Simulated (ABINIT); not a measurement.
The system is BeAu3.

```
Au Be
1.0
     4.01171    0.00000    0.00000
     0.00000    4.01171    0.00000
     0.00000    0.00000    4.01171
Au Be
3 1
Direct
  0.50000 0.50000 0.00000
  0.50000 0.00000 0.50000
  0.00000 0.50000 0.50000
  0.00000 0.00000 0.00000
```

The cell comes from a database or a generator and needn't be the stable form of this composition.

```yaml
Program: ABINIT 10.8.3 (patched build)
Task: relaxation of cell and atoms
Functional: WC
Potentials_or_basis: JTH PAW PBE v2.0
Cutoff: 544 eV
k_mesh: 5 × 5 × 5
Occupations: fermi-dirac, width 0.05 eV
Spin: no spin polarisation
```

At the start: pressure -6.4 GPa; volume 16.14 Å³/atom.

Task: Where does the relaxation end?

Result: Over 5 steps the energy falls by 14.2 meV/atom and the volume is 15.46 Å³/atom (-4.2 %); space group Pm-3m (No. 221, to 0.05 Å).

The path:
```tsv
step	energy change (eV)	largest force (eV/Å)	pressure (GPa)	volume (Å³)
1	0.0000	0.0000	-6.45	64.56
2	-0.0401	0.0000	-3.65	63.30
3	-0.0568	0.0000	0.31	61.74
4	-0.0569	0.0000	-0.02	61.86
5	-0.0569	0.0000	0.00	61.86
```

Final structure:
```xyz
4
Lattice="3.9548 0.0000 0.0000 0.0000 3.9548 0.0000 0.0000 0.0000 3.9548" Properties=species:S:1:pos:R:3 pbc="T T T"
Au    1.9774    1.9774    0.0000
Au    1.9774    0.0000    1.9774
Au    0.0000    1.9774    1.9774
Be    0.0000    0.0000    0.0000
```

Caveat: the PAW data sets were made with another functional, which shifts forces and pressure a little.
